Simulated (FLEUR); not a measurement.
A run of FLEUR MaX-R8.1 (later development tree) is set up as follows.

The input inp.xml:

```xml
<?xml version="1.0" encoding="UTF-8" standalone="no"?>
<fleurInput fleurInputVersion="0.39">
   <comment>
      In                                                                                                  
   </comment>
   <calculationSetup>
      <cutoffs Kmax="4.1" Gmax="12.7" GmaxXC="12.7" numbands="150"/>
      <scfLoop itmax="60" minDistance="0.00001" maxIterBroyd="15" imix="Anderson" alpha="0.05" precondParam="0.0" spinf="2.0" sdNocoIR="T"/>
      <coreElectrons ctail="T" frcor="F" kcrel="0" coretail_lmax="0"/>
      <xcFunctional name="PBEs" relativisticCorrections="F"/>
      <magnetism jspins="1"/>
      <soc l_soc="T" theta="0.0" phi="0.0" spav="F"/>
      <expertModes spex="0" secvar="F"/>
      <geometryOptimization l_f="F" forcealpha="1.0" forcemix="BFGS" epsdisp="0.00001" epsforce="0.00001"/>
      <ldaU l_linMix="F" mixParam="0.05" spinf="1.0"/>
   </calculationSetup>
   <cell>
      <bzIntegration valenceElectrons="63.0" mode="hist" fermiSmearingEnergy="0.00183747">
         <kPointListSelection listName="default-1"/>
         <!-- k-points included here -->
         <xi:include xmlns:xi="http://www.w3.org/2001/XInclude" href="kpts.xml"> </xi:include>
      </bzIntegration>
      <!-- symmetry operations included here -->
      <xi:include xmlns:xi="http://www.w3.org/2001/XInclude" href="sym.xml"> </xi:include>
      <bulkLattice scale="1.0">
         <bravaisMatrix>
            <row-1>    3.1551563109229988     1.8216303454223248    15.5098577202194203</row-1>
            <row-2>   -3.1551563109229988     1.8216303454223248    15.5098577202194203</row-2>
            <row-3>    0.0000000000000000    -3.6432606908446497    15.5098577202194203</row-3>
         </bravaisMatrix>
      </bulkLattice>
   </cell>
   <atomSpecies>
      <species name="Indium (In)" element="In" atomicNumber="49">
         <mtSphere radius="2.66" gridPoints="879" logIncrement="0.015"/>
         <atomicCutoffs lmax="10" lnonsphr="10"/>
         <electronConfig flipSpins="F">
            <coreConfig>(1s1/2) (2s1/2) (2p1/2) (2p3/2) (3s1/2) (3p1/2) (3p3/2) (3d3/2) (3d5/2)</coreConfig>
            <valenceConfig>(4s1/2) (4p1/2) (4p3/2) (5s1/2) (4d3/2) (4d5/2) (5p1/2) (5p3/2)</valenceConfig>
            <stateOccupation state="(5p1/2)" spinUp="0.166667" spinDown="0.166667"/>
            <stateOccupation state="(5p3/2)" spinUp="0.333333" spinDown="0.333333"/>
         </electronConfig>
         <energyParameters s="5" p="5" d="4" f="4"/>
         <lo type="SCLO" l="0" n="4" eDeriv="0"/>
         <lo type="SCLO" l="1" n="4" eDeriv="0"/>
         <lo type="SCLO" l="1" n="4" eDeriv="1"/>
         <lo type="SCLO" l="2" n="4" eDeriv="2"/>
         <lo type="SCLO" l="3" n="4" eDeriv="2"/>
      </species>
   </atomSpecies>
   <atomGroups>
      <atomGroup species="Indium (In)">
         <relPos label="                   1">.2219877600 .2219877600 .2219877600</relPos>
         <relPos label="                   2">-.2219877600 -.2219877600 -.2219877600</relPos>
         <force calculate="T" relaxXYZ="TTT"/>
      </atomGroup>
      <atomGroup species="Indium (In)">
         <relPos label="                   3">.0000000000 .0000000000 .0000000000</relPos>
         <force calculate="T" relaxXYZ="TTT"/>
      </atomGroup>
   </atomGroups>
   <output dos="F" band="F" slice="F">
      <checks vchk="F" cdinf="F"/>
      <bandDOS minEnergy="-.5*Htr" maxEnergy="0.5*Htr" sigma="0.015" storeEVData="T"/>
      <vacuumDOS vacdos="F" integ="F" star="F" nstars="0" locx1="0.0" locy1="0.0" locx2="0.0" locy2="0.0" nstm="0" tworkf="0.0"/>
      <unfoldingBand unfoldBand="F" supercellX="1" supercellY="1" supercellZ="1"/>
      <plotting iplot="0" polar="F">
         <plot TwoD="T" vec1="  1.0  0.0  0.0" vec2="  0.0  1.0  0.0" vec3="  0.0  0.0  1.0" zero="  0.0  0.0  0.0" file="plot"/>
      </plotting>
      <chargeDensitySlicing numkpt="0" minEigenval="0.0" maxEigenval="0.0" nnne="0" pallst="F"/>
      <specialOutput eonly="F"/>
      <moessbauerParams electricFieldGradient="T" isomerShift="T" coreHyperfine="T" valenceHyperfine="T"/>
      <magneticCircularDichroism mcd="F" energyLo="-10.0" energyUp="0.0"/>
   </output>
  <!-- We include the file relax.xml here to enable relaxations (see documentation) -->
  <xi:include xmlns:xi="http://www.w3.org/2001/XInclude" href="relax.xml"> <xi:fallback/> </xi:include>
</fleurInput>
```

crystal.txt

```
In
&input cartesian=F /
1.6696368166  0.9639652655  8.2074632500
-1.6696368166  0.9639652655  8.2074632500
0.0000000000  -1.9279305310  8.2074632500
1.8897261246
1.0 1.0 1.0

3
49 0.2219877600  0.2219877600  0.2219877600
49 0.7780122400  0.7780122400  0.7780122400
49 0.0000000000  0.0000000000  0.0000000000

&soc 0.0 0.0 /
&kpt div1=7 div2=7 div3=7 gamma=T /
```

Contents of inp.xml (bands):

```
<?xml version="1.0" encoding="UTF-8" standalone="no"?>
<fleurInput fleurInputVersion="0.39">
   <comment>
      In                                                                                                  
   </comment>
   <calculationSetup>
      <cutoffs Kmax="4.1" Gmax="12.7" GmaxXC="12.7" numbands="150"/>
      <scfLoop itmax="60" minDistance="0.00001" maxIterBroyd="15" imix="Anderson" alpha="0.05" precondParam="0.0" spinf="2.0" sdNocoIR="T"/>
      <coreElectrons ctail="T" frcor="F" kcrel="0" coretail_lmax="0"/>
      <xcFunctional name="PBEs" relativisticCorrections="F"/>
      <magnetism jspins="1"/>
      <soc l_soc="T" theta="0.0" phi="0.0" spav="F"/>
      <expertModes spex="0" secvar="F"/>
      <geometryOptimization l_f="F" forcealpha="1.0" forcemix="BFGS" epsdisp="0.00001" epsforce="0.00001"/>
      <ldaU l_linMix="F" mixParam="0.05" spinf="1.0"/>
   </calculationSetup>
   <cell>
      <bzIntegration valenceElectrons="63.0" mode="hist" fermiSmearingEnergy="0.00183747">
         <kPointListSelection listName="path-1"/>
         <!-- k-points included here -->
         <xi:include xmlns:xi="http://www.w3.org/2001/XInclude" href="kpts.xml"> </xi:include>
      </bzIntegration>
      <!-- symmetry operations included here -->
      <xi:include xmlns:xi="http://www.w3.org/2001/XInclude" href="sym.xml"> </xi:include>
      <bulkLattice scale="1.0">
         <bravaisMatrix>
            <row-1>    3.1551563109229988     1.8216303454223248    15.5098577202194203</row-1>
            <row-2>   -3.1551563109229988     1.8216303454223248    15.5098577202194203</row-2>
            <row-3>    0.0000000000000000    -3.6432606908446497    15.5098577202194203</row-3>
         </bravaisMatrix>
      </bulkLattice>
   </cell>
   <atomSpecies>
      <species name="Indium (In)" element="In" atomicNumber="49">
         <mtSphere radius="2.66" gridPoints="879" logIncrement="0.015"/>
         <atomicCutoffs lmax="10" lnonsphr="10"/>
         <electronConfig flipSpins="F">
            <coreConfig>(1s1/2) (2s1/2) (2p1/2) (2p3/2) (3s1/2) (3p1/2) (3p3/2) (3d3/2) (3d5/2)</coreConfig>
            <valenceConfig>(4s1/2) (4p1/2) (4p3/2) (5s1/2) (4d3/2) (4d5/2) (5p1/2) (5p3/2)</valenceConfig>
            <stateOccupation state="(5p1/2)" spinUp="0.166667" spinDown="0.166667"/>
            <stateOccupation state="(5p3/2)" spinUp="0.333333" spinDown="0.333333"/>
         </electronConfig>
         <energyParameters s="5" p="5" d="4" f="4"/>
         <lo type="SCLO" l="0" n="4" eDeriv="0"/>
         <lo type="SCLO" l="1" n="4" eDeriv="0"/>
         <lo type="SCLO" l="1" n="4" eDeriv="1"/>
         <lo type="SCLO" l="2" n="4" eDeriv="2"/>
         <lo type="SCLO" l="3" n="4" eDeriv="2"/>
      </species>
   </atomSpecies>
   <atomGroups>
      <atomGroup species="Indium (In)">
         <relPos label="                   1">.2219877600 .2219877600 .2219877600</relPos>
         <relPos label="                   2">-.2219877600 -.2219877600 -.2219877600</relPos>
         <force calculate="T" relaxXYZ="TTT"/>
      </atomGroup>
      <atomGroup species="Indium (In)">
         <relPos label="                   3">.0000000000 .0000000000 .0000000000</relPos>
         <force calculate="T" relaxXYZ="TTT"/>
      </atomGroup>
   </atomGroups>
   <output dos="F" band="T" slice="F">
      <checks vchk="F" cdinf="F"/>
      <bandDOS minEnergy="-.5*Htr" maxEnergy="0.5*Htr" sigma="0.015" storeEVData="T"/>
      <vacuumDOS vacdos="F" integ="F" star="F" nstars="0" locx1="0.0" locy1="0.0" locx2="0.0" locy2="0.0" nstm="0" tworkf="0.0"/>
      <unfoldingBand unfoldBand="F" supercellX="1" supercellY="1" supercellZ="1"/>
      <plotting iplot="0" polar="F">
         <plot TwoD="T" vec1="  1.0  0.0  0.0" vec2="  0.0  1.0  0.0" vec3="  0.0  0.0  1.0" zero="  0.0  0.0  0.0" file="plot"/>
      </plotting>
      <chargeDensitySlicing numkpt="0" minEigenval="0.0" maxEigenval="0.0" nnne="0" pallst="F"/>
      <specialOutput eonly="F"/>
      <moessbauerParams electricFieldGradient="T" isomerShift="T" coreHyperfine="T" valenceHyperfine="T"/>
      <magneticCircularDichroism mcd="F" energyLo="-10.0" energyUp="0.0"/>
   </output>
  <!-- We include the file relax.xml here to enable relaxations (see documentation) -->
  <xi:include xmlns:xi="http://www.w3.org/2001/XInclude" href="relax.xml"> <xi:fallback/> </xi:include>
</fleurInput>
```

Potentials or basis: all-electron, FLAPW.

Launch:

```console
$ inpgen -f crystal.txt -profile fastHighL
$ # inp.xml edited to the form shown
$ fleur_MPI
$ fleur_MPI   # second run, on inp.xml (bands)
```

Question: Predict the band gap along the path.

Answer: None (metal or under the smearing width).

Levels at the corners of the path, in eV from the Fermi level:
```
point  band 58  band 59  band 60  band 61  band 62  band 63  band 64  band 65  band 66  band 67
    Γ    -6.99    -6.96    -6.96     0.54     0.54     0.56     0.56     8.55     8.55     8.61
    L    -4.12    -2.95    -2.95    -2.68    -2.68    -1.09    -1.09    -1.00    -1.00     3.33
   B1    -3.06    -2.83    -2.83    -1.62    -1.62    -0.82    -0.82    -0.60    -0.60     0.77
    B    -3.06    -2.83    -2.83    -1.62    -1.62    -0.82    -0.82    -0.60    -0.60     0.77
    Z    -8.83    -4.31    -4.31    -3.30    -3.30     5.81     5.81     5.86     5.86     8.13
    Γ    -6.99    -6.96    -6.96     0.54     0.54     0.56     0.56     8.55     8.55     8.61
    X    -3.05    -2.68    -2.68    -1.45    -1.45    -1.32    -1.32    -0.04    -0.04     0.04
    Q    -3.05    -2.68    -2.68    -1.45    -1.45    -1.32    -1.32    -0.04    -0.04     0.04
    F    -4.19    -3.42    -3.42    -2.98    -2.98    -0.36    -0.36    -0.25    -0.25     1.95
   P1    -4.21    -3.74    -3.74    -2.34    -2.34    -0.97    -0.97     0.08     0.08     1.54
    Z    -8.83    -4.31    -4.31    -3.30    -3.30     5.81     5.81     5.86     5.86     8.13
    L    -4.12    -2.95    -2.95    -2.68    -2.68    -1.09    -1.09    -1.00    -1.00     3.33
    P    -4.21    -3.74    -3.74    -2.34    -2.34    -0.97    -0.97     0.08     0.08     1.54
```

Caveat: spin-orbit coupling is added in second variation on a limited number of bands.
